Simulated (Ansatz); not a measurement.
# Sn3Se (Fm-3m) in Ansatz: notebook

One crystal, Sn3Se, is run at these levels: LDA, r2SCAN; tasks: band structure, single point, equation of state.

Everything below comes from runs of Ansatz 0.2.0. Logs are shortened: lines on timing, memory, paths and dates and some standing lists are left out, and cuts for length are marked.

**1. The structure**

It takes space group Fm-3m (No. 225, cubic). Conventional cell: a = 7.466 Å, b = 7.466 Å, c = 7.466 Å, α = 90.00°, β = 90.00°, γ = 90.00°. Around Sn (site symmetry m-3m) lie 8 Sn at 3.23 Å. Sn (site symmetry -43m) has 4 Sn at 3.23 Å and 4 Se at 3.23 Å as nearest neighbours. Se (site symmetry m-3m) has 8 Sn at 3.23 Å as nearest neighbours.

The cell comes from a database or a generator and needn't be the stable form of this composition.

**2. Band structure, LDA**

Input file input.yaml:

```yaml
crystal:
  lattice:
    - [0.0, 3.733138, 3.733138]
    - [3.733138, 0.0, 3.733138]
    - [3.733138, 3.733138, 0.0]
  atoms:
    - { symbol: Sn, position: [0.5, 0.5, 0.5] }
    - { symbol: Sn, position: [0.75, 0.75, 0.75] }
    - { symbol: Sn, position: [0.25, 0.25, 0.25] }
    - { symbol: Se, position: [0.0, 0.0, 0.0] }
hamiltonian:
  xc: lda
  pseudopotentials: { kind: paw }
kpoints:
  mp_grid: { grid: [6, 6, 6] }
  band_path:
    path:
      - [[0.0, 0.0, 0.0], [0.5, 0.0, 0.5], [0.5, 0.25, 0.75], [0.375, 0.375, 0.75], [0.0, 0.0, 0.0], [0.5, 0.5, 0.5], [0.625, 0.25, 0.625], [0.5, 0.25, 0.75], [0.5, 0.5, 0.5], [0.375, 0.375, 0.75]]
      - [[0.625, 0.25, 0.625], [0.5, 0.0, 0.5]]
    npoints: 14
scf:
  occupations: { method: fermi_dirac, width: 0.05 }
  n_extra_bands: 10
output:
  forces: true
  stress: true
  eigenvalues: true
  fatbands: true
  write_density: true
  write_potential: true
  elf: true
  volumetric_format: npy
```

Potentials or basis: Ansatz PAW.

Run with:

```bash
$ ansatz run input.yaml --threads 2 --pin off --max-ram 5632MiB --backend cpu --events-out ev --progress --plain --runs-dir out
```

Log:

```text
Warning: RAYON_NUM_THREADS=2 ignored (pool sized by the plan → 2); use --threads N
scf.n_extra_bands = 10 over 29 filled bands (N_el = 58.0): the run solves 39 bands
Engine: ansatz 0.2.0, x86_64-unknown-linux-gnu
Pseudopotentials: kind: paw
Pseudopotential: Sn, paw, valence charge 14, recommended cutoff 420 eV (normal), Sn.paw.azcp
Pseudopotential: Se, paw, valence charge 16, recommended cutoff 420 eV (normal), Se.paw.azcp
Functional definition: SPW92
  exchange = slater_x
  correlation = pw_c
Crystal: 4 atoms, lattice volume = 104.052 Å³
Basis set: ecut = 420 eV, 2085 PW (Γ)
Bands: 39, of which v1, the nominal top of the filled ones, is band 29 counted from 1 (28 counted from 0)
Symmetry: 48 space group operations
Space group: Fm-3m (ITA 225), of the structure as read, at distance tolerance 4.7e-5 Å
k-points: 16 of 216
Non-local potential: Sn, projectors of the file, l = 0: 2, l = 1: 2, l = 2: 2, l = 3: 2
Non-local potential: Se, projectors of the file, l = 0: 2, l = 1: 2, l = 2: 3, l = 3: 1
PAW form: soft (Blöchl's): semilocal exchange-correlation on the pseudo side does not see the compensation charge
PAW frozen core: Sn, regenerated for the run's functional, and the local potential with it (the file was generated under x = pbe(κ = 0.804, μ = 0.2195149727645171), c = pbe(β = 0.06672455060314922))
PAW frozen core: Se, regenerated for the run's functional, and the local potential with it (the file was generated under x = pbe(κ = 0.804, μ = 0.2195149727645171), c = pbe(β = 0.06672455060314922))
PAW one-centre angular grid: Sn, 590 points (default); XC on 64 Gauss nodes
PAW one-centre angular grid: Se, 590 points (default); XC on 64 Gauss nodes
Initial density: superposition of atomic densities (neutral atoms: chi_scale 0, normalization atom), corrected by the library's trained network
Initial wavefunctions: pseudopotential atomic-orbital guess
Functional: x = slater, c = lda
SCF iter   1: F=—  HF=-23021.718850 eV  |F-HF|=—  |Δ(HF+E_count)|=         —  Δρ=6.31e-3  dr2=2.71e-2  ethr=1.77e-3  ⟨swp⟩=8.2  Hψ=2900  notcnv=0  defer=12
preconditioner: auto → Kerker (q_TF=auto, 2.475 Å⁻¹)  [metal: Δε(μ)=0.019 eV  Ē_g=19.736 eV  σ=0.050 eV  W_gap=0.10  n_scr=26 (ndim 8)  ℏωp=25.2 eV  f_vac=0.000  D(μ)=4.17/eV (n_scr^D=26)]
SCF iter   2: F=—  HF=-23021.707200 eV  |F-HF|=—  |Δ(HF+E_count)|=   1.16e-2  Δρ=3.15e-3  dr2=5.52e-3  ethr=4.67e-5  ⟨swp⟩=2.8  Hψ=1176  notcnv=0  defer=35
SCF iter   3: F=—  HF=-23021.705293 eV  |F-HF|=—  |Δ(HF+E_count)|=   1.91e-3  Δρ=5.55e-4  dr2=3.61e-4  ethr=9.52e-6  ⟨swp⟩=2.0  Hψ=907  notcnv=0  defer=35
SCF iter   4: F=—  HF=-23021.705127 eV  |F-HF|=—  |Δ(HF+E_count)|=   1.65e-4  Δρ=2.77e-4  dr2=9.03e-5  ethr=6.23e-7  ⟨swp⟩=2.0  Hψ=1055  notcnv=0  defer=35
SCF iter   5: F=—  HF=-23021.705103 eV  |F-HF|=—  |Δ(HF+E_count)|=   2.40e-5  Δρ=1.27e-4  dr2=1.65e-5  ethr=1.56e-7  ⟨swp⟩=2.3  Hψ=1069  notcnv=0  defer=35
SCF iter   6: F=—  HF=-23021.705099 eV  |F-HF|=—  |Δ(HF+E_count)|=   4.61e-6  Δρ=2.67e-5  dr2=9.80e-7  ethr=2.84e-8  ⟨swp⟩=2.1  Hψ=770  notcnv=0  defer=35
SCF iter   7: F=-23021.705098 eV  HF=-23021.705099 eV  |F-HF|=1.12e-8  |Δ(HF+E_count)|=   3.71e-7  Δρ=5.74e-6  dr2=3.88e-8  ethr=1.72e-10  ⟨swp⟩=13.0  Hψ=4594  notcnv=0
SCF 1 converged in 7 iterations: F = -23021.705098 eV  dr2 = 3.88e-8
NSCF: frozen V_eff on 142 k-points
SCF converged after 7 iterations
Free energy (F): -23021.705098 eV
Harris-Foulkes:  -23021.705099 eV  (|F-HF|=1.12e-8)
Internal energy: -23021.672040 eV  (E = F + TS)
E sigma→0 (E₀):  -23021.688569 eV
Entropy (-TS):   -0.033058 eV (-8.265 meV/atom)
Fermi energy:    10.143686 eV
--- Per-component energies (eV) ---
  E_band       = -619.591552
  E_kinetic    = 678.370116
  E_local      = -4751.766372  (includes V_loc(G=0)·N_el)
  E_nonlocal   = -673.737860
  E_hartree    = 2682.808881
  E_xc         = -1241.035031
  E_vxc        = -394.318076  (∫ρ·V_xc dr)
  E_paw        = -13806.396757  (= ΣΔE_a)
  E_vpaw       = -843.748775  (= ΣTr[D̂ρ^β])
  E_aug_tail   = -0.000601  (compensation charges beyond the density's cutoff)
  E_ewald      = -5913.406473
  E_core_change = 3.492057  (= ΣΔE_core)
  E_smearing   = -0.033058  (= −TS)
  E_closure    = -0.000000  (closes the sum)
  Σ components = -23021.705098   (vs F -23021.705098, Δ=0.00e0)
--- Forces (eV/Å), atoms counted from 1 ---
  atom   1  Sn     0.00000000    -0.00000000     0.00000000
  atom   2  Sn     0.00000000     0.00000000     0.00000000
  atom   3  Sn    -0.00000000     0.00000000     0.00000000
  atom   4  Se     0.00000000    -0.00000000    -0.00000000
  max |Σ_I F_I| component: 7.23e-20 eV/Å
--- Stress (GPa, compression-positive) ---
       -4.461788      -0.000000       0.000000
       -0.000000      -4.461788       0.000000
       -0.000000       0.000000      -4.461788
  P = ⅓ Tr σ = -4.4618 GPa (-44.618 kbar)
--- Band table (eV; the first three rows and the last of 16) ---
  k-point 0: bands = ["-37.6559", "-37.6559", "-37.6559", "-37.6553", "-37.6553", "-11.3332", "-11.3332", "-11.3020", "-11.3020", "-11.3020", "-11.2890", "-11.2890", "-11.2890", "-11.2360", "-11.2360", "-10.9879", "-10.9879", "-10.9879", "-10.9806", "-10.9806", "-3.1442", "1.2679", "5.1200", "7.0995", "7.3250", "7.3250", "7.3250", "8.8647", "8.8647", "8.8647", "9.6050", "9.6050", "9.6050", "14.3393", "14.3393", "16.6036", "16.6036", "16.6036", "22.7485"]
  k-point 1: bands = ["-37.6559", "-37.6559", "-37.6559", "-37.6553", "-37.6553", "-11.3257", "-11.3257", "-11.3115", "-11.3057", "-11.3057", "-11.2869", "-11.2869", "-11.2771", "-11.2421", "-11.2421", "-10.9911", "-10.9860", "-10.9860", "-10.9815", "-10.9815", "-3.0397", "1.2188", "4.5929", "6.3033", "7.1112", "7.1112", "7.1436", "8.8066", "8.8066", "9.8938", "9.8938", "9.9315", "11.4171", "15.0524", "15.0524", "15.1758", "16.3114", "16.3114", "21.2737"]
  k-point 2: bands = ["-37.6559", "-37.6559", "-37.6559", "-37.6553", "-37.6553", "-11.3117", "-11.3117", "-11.3108", "-11.3063", "-11.3063", "-11.2840", "-11.2840", "-11.2748", "-11.2584", "-11.2584", "-10.9959", "-10.9884", "-10.9884", "-10.9776", "-10.9776", "-2.8028", "1.1197", "3.5213", "5.4503", "6.8806", "6.8806", "8.0445", "8.2842", "8.2842", "11.1065", "11.1065", "11.4832", "13.1598", "14.4248", "14.8545", "14.8545", "17.1339", "17.1339", "20.3966"]
  k-point 15: bands = ["-37.6559", "-37.6559", "-37.6559", "-37.6553", "-37.6553", "-11.3165", "-11.3126", "-11.3076", "-11.3054", "-11.3040", "-11.2908", "-11.2882", "-11.2693", "-11.2629", "-11.2473", "-10.9979", "-10.9916", "-10.9886", "-10.9795", "-10.9700", "-2.5310", "2.0055", "2.5294", "2.8623", "6.3489", "6.7918", "8.4377", "8.8801", "10.7793", "11.4040", "12.7705", "13.0970", "13.7382", "14.3813", "14.3904", "15.0270", "17.5183", "18.5684", "18.7484"]
```

Wall time 17 s (2 threads of AMD EPYC 7R43 (Zen 3), shared host); peak memory 0.58 GiB.

What came out:

```yaml
Free_energy: -23021.7051 eV
Pressure: -4.5 GPa
Band_gap_on_the_k_mesh: none (metal or under the smearing width)
```

Levels at the corners of the path, in eV from the Fermi level:
| point | band 27 | band 28 | band 29 | band 30 | band 31 | band 32 |
| --- | --- | --- | --- | --- | --- | --- |
| Γ | -2.82 | -1.28 | -1.28 | -1.28 | -0.54 | -0.54 |
| X | -0.35 | 0.47 | 0.47 | 0.92 | 2.71 | 2.71 |
| W | -2.28 | -2.28 | 0.86 | 0.86 | 3.12 | 3.17 |
| K | -1.44 | -1.15 | -0.09 | 1.51 | 1.61 | 2.80 |
| Γ | -2.82 | -1.28 | -1.28 | -1.28 | -0.54 | -0.54 |
| L | -2.12 | -2.12 | -0.89 | 0.30 | 2.10 | 2.10 |
| U | -1.44 | -1.15 | -0.09 | 1.51 | 1.61 | 2.80 |
| W | -2.28 | -2.28 | 0.86 | 0.86 | 3.12 | 3.17 |
| L | -2.12 | -2.12 | -0.89 | 0.30 | 2.10 | 2.10 |
| K | -1.44 | -1.15 | -0.09 | 1.51 | 1.61 | 2.80 |
| U | -1.44 | -1.15 | -0.09 | 1.51 | 1.61 | 2.80 |
| X | -0.35 | 0.47 | 0.47 | 0.92 | 2.71 | 2.71 |

Caveat: spin-orbit coupling is left out, which moves the levels of the heavy elements; the PAW data sets come from PBE, with cores solved anew for the run's functional, which leaves a small shift of forces and pressure.

**3. Single point, LDA, 24.45 Å³/atom (volume scaled by 0.94)**

Input file input.yaml:

```yaml
crystal:
  lattice:
    - [0.0, 3.6569301267, 3.6569301267]
    - [3.6569301267, 0.0, 3.6569301267]
    - [3.6569301267, 3.6569301267, 0.0]
  atoms:
    - { symbol: Sn, position: [0.5, 0.5, 0.5] }
    - { symbol: Sn, position: [0.75, 0.75, 0.75] }
    - { symbol: Sn, position: [0.25, 0.25, 0.25] }
    - { symbol: Se, position: [0.0, 0.0, 0.0] }
hamiltonian:
  xc: lda
  pseudopotentials: { kind: paw }
kpoints:
  mp_grid: { grid: [6, 6, 6] }
scf:
  occupations: { method: fermi_dirac, width: 0.05 }
output:
  forces: true
  stress: true
  eigenvalues: true
```

Potentials or basis: Ansatz PAW.

Run with:

```bash
$ ansatz run input.yaml --threads 2 --pin off --max-ram 5632MiB --backend cpu --events-out ev --progress --plain --runs-dir out
```

Wall time 2.5 s (2 threads of AMD EPYC 7R43 (Zen 3), shared host); peak memory 0.42 GiB.

The run converged. Its results:

| Quantity | Value |
| --- | --- |
| Free energy | -23021.8255 eV |
| Pressure | -1.5 GPa |
| Band gap on the k mesh | none (metal or under the smearing width) |

Caveat: the PAW data sets come from PBE, with cores solved anew for the run's functional, which leaves a small shift of forces and pressure.

**4. Single point, LDA, 24.97 Å³/atom (volume scaled by 0.96)**

input.yaml: that of step 3 with these lines changed.

```diff
@@ -2,5 +2,5 @@
   lattice:
-    - [0.0, 3.6569301267, 3.6569301267]
-    - [3.6569301267, 0.0, 3.6569301267]
-    - [3.6569301267, 3.6569301267, 0.0]
+    - [0.0, 3.6826840043, 3.6826840043]
+    - [3.6826840043, 0.0, 3.6826840043]
+    - [3.6826840043, 3.6826840043, 0.0]
   atoms:
@@ -21 +21,5 @@
   eigenvalues: true
+  write_density: true
+  write_potential: true
+  elf: true
+  volumetric_format: npy
```

Run with:

```bash
$ ansatz run input.yaml --threads 2 --pin off --max-ram 5632MiB --backend cpu --events-out ev --progress --plain --runs-dir out
```

Wall time 3.1 s (2 threads of AMD EPYC 7R43 (Zen 3), shared host); peak memory 0.44 GiB.

It converged, with:

```yaml
Free_energy: -23021.7983 eV
Pressure: -2.6 GPa
Band_gap_on_the_k_mesh: none (metal or under the smearing width)
```

Caveat: the PAW data sets come from PBE, with cores solved anew for the run's functional, which leaves a small shift of forces and pressure.

**5. Single point, LDA, 25.49 Å³/atom (volume scaled by 0.98)**

input.yaml: that of step 4 with these lines changed.

```diff
@@ -2,5 +2,5 @@
   lattice:
-    - [0.0, 3.6826840043, 3.6826840043]
-    - [3.6826840043, 0.0, 3.6826840043]
-    - [3.6826840043, 3.6826840043, 0.0]
+    - [0.0, 3.7080826276, 3.7080826276]
+    - [3.7080826276, 0.0, 3.7080826276]
+    - [3.7080826276, 3.7080826276, 0.0]
   atoms:
@@ -21,5 +21 @@
   eigenvalues: true
-  write_density: true
-  write_potential: true
-  elf: true
-  volumetric_format: npy
```

Run with:

```bash
$ ansatz run input.yaml --threads 2 --pin off --max-ram 5632MiB --backend cpu --events-out ev --progress --plain --runs-dir out
```

It took 2.1 s on 2 threads of AMD EPYC 7R43 (Zen 3), shared host; peak memory 0.43 GiB.

The run converged. Its results:

```yaml
Free_energy: -23021.7576 eV
Pressure: -3.6 GPa
Band_gap_on_the_k_mesh: none (metal or under the smearing width)
```

Caveat: the PAW data sets come from PBE, with cores solved anew for the run's functional, which leaves a small shift of forces and pressure.

**6. Single point, LDA, 26.01 Å³/atom**

input.yaml: that of step 5 with these lines changed.

```diff
@@ -2,5 +2,5 @@
   lattice:
-    - [0.0, 3.7080826276, 3.7080826276]
-    - [3.7080826276, 0.0, 3.7080826276]
-    - [3.7080826276, 3.7080826276, 0.0]
+    - [0.0, 3.733138, 3.733138]
+    - [3.733138, 0.0, 3.733138]
+    - [3.733138, 3.733138, 0.0]
   atoms:
```

Potentials or basis: Ansatz PAW.

Run with:

```bash
$ ansatz run input.yaml --threads 2 --pin off --max-ram 5632MiB --backend cpu --events-out ev --progress --plain --runs-dir out
```

Run time: 2.3 s. Hardware: 2 threads of AMD EPYC 7R43 (Zen 3), shared host; peak memory 0.43 GiB.

The run converged. Its results:

| Property | Result |
| --- | --- |
| Free energy | -23021.7051 eV |
| Pressure | -4.5 GPa |
| Band gap on the k mesh | none (metal or under the smearing width) |

Caveat: the PAW data sets come from PBE, with cores solved anew for the run's functional, which leaves a small shift of forces and pressure.

**7. Single point, LDA, 26.53 Å³/atom (volume scaled by 1.02)**

input.yaml: that of step 6 with these lines changed.

```diff
@@ -2,5 +2,5 @@
   lattice:
-    - [0.0, 3.733138, 3.733138]
-    - [3.733138, 0.0, 3.733138]
-    - [3.733138, 3.733138, 0.0]
+    - [0.0, 3.7578614887, 3.7578614887]
+    - [3.7578614887, 0.0, 3.7578614887]
+    - [3.7578614887, 3.7578614887, 0.0]
   atoms:
```

Run with:

```bash
$ ansatz run input.yaml --threads 2 --pin off --max-ram 5632MiB --backend cpu --events-out ev --progress --plain --runs-dir out
```

Run time: 2.3 s. Hardware: 2 threads of AMD EPYC 7R43 (Zen 3), shared host; peak memory 0.44 GiB.

Results (log left out):

```yaml
Free_energy: -23021.6422 eV
Pressure: -5.2 GPa
Band_gap_on_the_k_mesh: none (metal or under the smearing width)
```

Caveat: the PAW data sets come from PBE, with cores solved anew for the run's functional, which leaves a small shift of forces and pressure.

**8. Single point, LDA, 27.05 Å³/atom (volume scaled by 1.04)**

input.yaml: that of step 7 with these lines changed.

```diff
@@ -2,5 +2,5 @@
   lattice:
-    - [0.0, 3.7578614887, 3.7578614887]
-    - [3.7578614887, 0.0, 3.7578614887]
-    - [3.7578614887, 3.7578614887, 0.0]
+    - [0.0, 3.7822638705, 3.7822638705]
+    - [3.7822638705, 0.0, 3.7822638705]
+    - [3.7822638705, 3.7822638705, 0.0]
   atoms:
```

Run with:

```bash
$ ansatz run input.yaml --threads 2 --pin off --max-ram 5632MiB --backend cpu --events-out ev --progress --plain --runs-dir out
```

It took 2.5 s on 2 threads of AMD EPYC 7R43 (Zen 3), shared host; peak memory 0.44 GiB.

It converged, with:

```yaml
Free_energy: -23021.5701 eV
Pressure: -5.9 GPa
Band_gap_on_the_k_mesh: none (metal or under the smearing width)
```

Caveat: the PAW data sets come from PBE, with cores solved anew for the run's functional, which leaves a small shift of forces and pressure.

**9. Single point, LDA, 27.57 Å³/atom (volume scaled by 1.06)**

input.yaml: that of step 8 with these lines changed.

```diff
@@ -2,5 +2,5 @@
   lattice:
-    - [0.0, 3.7822638705, 3.7822638705]
-    - [3.7822638705, 0.0, 3.7822638705]
-    - [3.7822638705, 3.7822638705, 0.0]
+    - [0.0, 3.8063553727, 3.8063553727]
+    - [3.8063553727, 0.0, 3.8063553727]
+    - [3.8063553727, 3.8063553727, 0.0]
   atoms:
@@ -21 +21,5 @@
   eigenvalues: true
+  write_density: true
+  write_potential: true
+  elf: true
+  volumetric_format: npy
```

Potentials or basis: Ansatz PAW.

Run with:

```bash
$ ansatz run input.yaml --threads 2 --pin off --max-ram 5632MiB --backend cpu --events-out ev --progress --plain --runs-dir out
```

Run time: 2.8 s. Hardware: 2 threads of AMD EPYC 7R43 (Zen 3), shared host; peak memory 0.45 GiB.

The run converged. Its results:

```yaml
Free_energy: -23021.4899 eV
Pressure: -6.5 GPa
Band_gap_on_the_k_mesh: none (metal or under the smearing width)
```

Caveat: the PAW data sets come from PBE, with cores solved anew for the run's functional, which leaves a small shift of forces and pressure.

**10. Equation of state, LDA**

Potentials or basis: Ansatz PAW.

No new run: the results of the series are fitted here.

Results:

```yaml
Equilibrium_volume: "23.83 Å³/atom (rough: see the caveat)"
Bulk_modulus: 63 GPa (rough)
```

Energy against volume, from the lowest point:
| volume (Å³/atom) | energy (meV/atom) |
| --- | --- |
| 24.452 | 0.00 |
| 24.973 | 6.79 |
| 25.493 | 16.96 |
| 26.013 | 30.10 |
| 26.533 | 45.83 |
| 27.054 | 63.85 |
| 27.574 | 83.89 |

Caveat: the minimum lies outside the volumes run.

[end of part 1 of 2]
